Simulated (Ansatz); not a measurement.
# C₅HF₇: up Jacob's ladder to CCSD(T)

Aim: compute C₅HF₇ with functionals from several rungs and with coupled cluster. The yardstick is the atomisation energy at the CCSD(T) limit.

The runs use Ansatz 0.2.0, Gaussian basis; functionals in def2-TZVPP, the program's frozen cores in correlated methods.

Plan: LDA (SPW92), PBE-D4, revPBE-D4, BLYP-D4, r2SCAN-D4, B97M-V, PBE0-D4, B3LYP-D4, r2SCANh-D4, r2SCAN0-D4, HSE06-D4, BHLYP-D4, CAM-B3LYP-D4, LC-ωPBE, ωB97X-V, ωB97M-V, B2PLYP, PBE-QIDH; CCSD(T)/def2-SVP; CCSD(T)/def2-TZVPP; MP2/def2-QZVPP; extrapolation to the limit; RPA on PBE.

## Step 1: The geometry

The geometry comes from an earlier relaxation with PBE0-D4 in a triple-zeta def2 set; it is a stationary point, not always the lowest conformer.

13 atoms, charge 0, spin multiplicity 1.

Atoms are counted from 1 here; the program's logs count them from 0.

Bond lengths: F1–C2 1.310 Å, C2–C3 1.327 Å, C2–C10 1.493 Å, C3–F4 1.310 Å, C3–C5 1.493 Å, C5–F6 1.352 Å, C5–F7 1.346 Å, C5–C8 1.541 Å, C8–F9 1.351 Å, C8–C10 1.541 Å, C8–H13 1.093 Å, C10–F11 1.346 Å, C10–F12 1.352 Å. Angles: F1–C2–C3 127.3°, F1–C2–C10 120.7°, C3–C2–C10 112.1°, C2–C3–F4 127.3°, C2–C3–C5 112.1°, F4–C3–C5 120.7°, C3–C5–F6 111.4°, C3–C5–F7 111.9°, C3–C5–C8 103.7°, F6–C5–F7 106.9°, F6–C5–C8 111.5°, F7–C5–C8 111.5°, C5–C8–F9 112.3°, C5–C8–C10 105.2°, C5–C8–H13 108.5°, F9–C8–C10 112.3°, F9–C8–H13 109.7°, C10–C8–H13 108.5° and more.

## Step 2: LDA

This LDA is Slater exchange with PW92 correlation.

Contents of in.yaml:

```yaml
crystal:
  periodic: [false, false, false]
  atoms:
    - {symbol: F, position_ang: [-2.022748, -1.241513, -1.195449]}
    - {symbol: C, position_ang: [-1.052026, -0.672079, -0.525218]}
    - {symbol: C, position_ang: [-0.914079, -0.610650, 0.793093]}
    - {symbol: F, position_ang: [-1.719886, -1.106642, 1.698870]}
    - {symbol: C, position_ang: [0.330883, 0.109621, 1.193469]}
    - {symbol: F, position_ang: [0.077854, 1.044192, 2.137445]}
    - {symbol: F, position_ang: [1.251381, -0.726710, 1.709135]}
    - {symbol: C, position_ang: [0.821262, 0.749893, -0.119694]}
    - {symbol: F, position_ang: [2.163218, 0.677075, -0.256722]}
    - {symbol: C, position_ang: [0.076389, -0.003713, -1.238650]}
    - {symbol: F, position_ang: [0.878521, -0.892756, -1.854169]}
    - {symbol: F, position_ang: [-0.375159, 0.842452, -2.191879]}
    - {symbol: H, position_ang: [0.504888, 1.795928, -0.135333]}
basis:
  gaussian: {orbitals: def2-TZVPP}
hamiltonian: {xc: lda}
output: {orbitals: {seedname: orbitals}}
```

Run with:

```sh
> ansatz run in.yaml --threads 4 --pin off --events-out ev --progress --plain --max-ram 66560MiB --backend cuda --devices 0, --max-vram 37GiB
```

Further steps of the session: PBE-D4 (GGA); revPBE-D4 (GGA); BLYP-D4 (GGA); r2SCAN-D4 (meta-GGA); B97M-V (meta-GGA); PBE0-D4 (hybrid); B3LYP-D4 (hybrid); r2SCANh-D4 (hybrid); r2SCAN0-D4 (hybrid); HSE06-D4 (hybrid); BHLYP-D4 (hybrid); CAM-B3LYP-D4 (range-separated); LC-ωPBE (range-separated); ωB97X-V (range-separated); ωB97M-V (range-separated); B2PLYP (double hybrid); PBE-QIDH (double hybrid); CCSD(T) in def2-SVP; CCSD(T) in def2-TZVPP; MP2 in def2-QZVPP; RPA on PBE orbitals.

Before running them: what should the planned runs give, taken together? Wanted: atomisation energy, CCSD(T)/CBS; farthest beyond LDA; mean size of error, GGA; mean size of error, meta-GGA; mean size of error, hybrid; mean size of error, range-separated; mean size of error, double hybrid; gap, smallest and largest; T1 diagnostic.

**Answer**, as computed:

```
                               quantity                                      value
        atomisation energy, CCSD(T)/CBS                              5772.5 kJ/mol
 functionals within 28.9 kJ/mol (0.5 %)             B3LYP-D4, r2SCANh-D4, PBE-QIDH
                    farthest beyond LDA                     PBE-D4 (+375.2 kJ/mol)
                mean size of error, GGA                               185.7 kJ/mol
           mean size of error, meta-GGA                                60.3 kJ/mol
             mean size of error, hybrid                               123.2 kJ/mol
    mean size of error, range-separated                                72.4 kJ/mol
      mean size of error, double hybrid                                37.5 kJ/mol
              gap, smallest and largest  5.31 eV (LDA (SPW92)), 12.85 eV (LC-ωPBE)
                          T1 diagnostic                                     0.0127
triples share of the correlation energy                                      3.5 %
```

In words: LDA overbinds by 1388.5 kJ/mol (24 %). PBE-D4 misses by +375.2 kJ/mol. Double hybrids carry the basis error of their MP2 part in triple zeta, and no dispersion term here, so their miss is partly the set-up's. Taken by rung, double hybrid functionals do best (37.5 kJ/mol on average) and GGA ones worst beyond LDA (185.7 kJ/mol). The reference freezes the cores and leaves out relativity and excitations past (T), so misses under about 28.9 kJ/mol can't be ranked. Hartree-Fock recovers 67 % of the binding; the rest is correlation. CCSD(T) in def2-SVP is off by -266.8 kJ/mol, worse than the median functional, from the basis alone. Orbital gaps span 5.3 to 12.8 eV; exact exchange widens them.
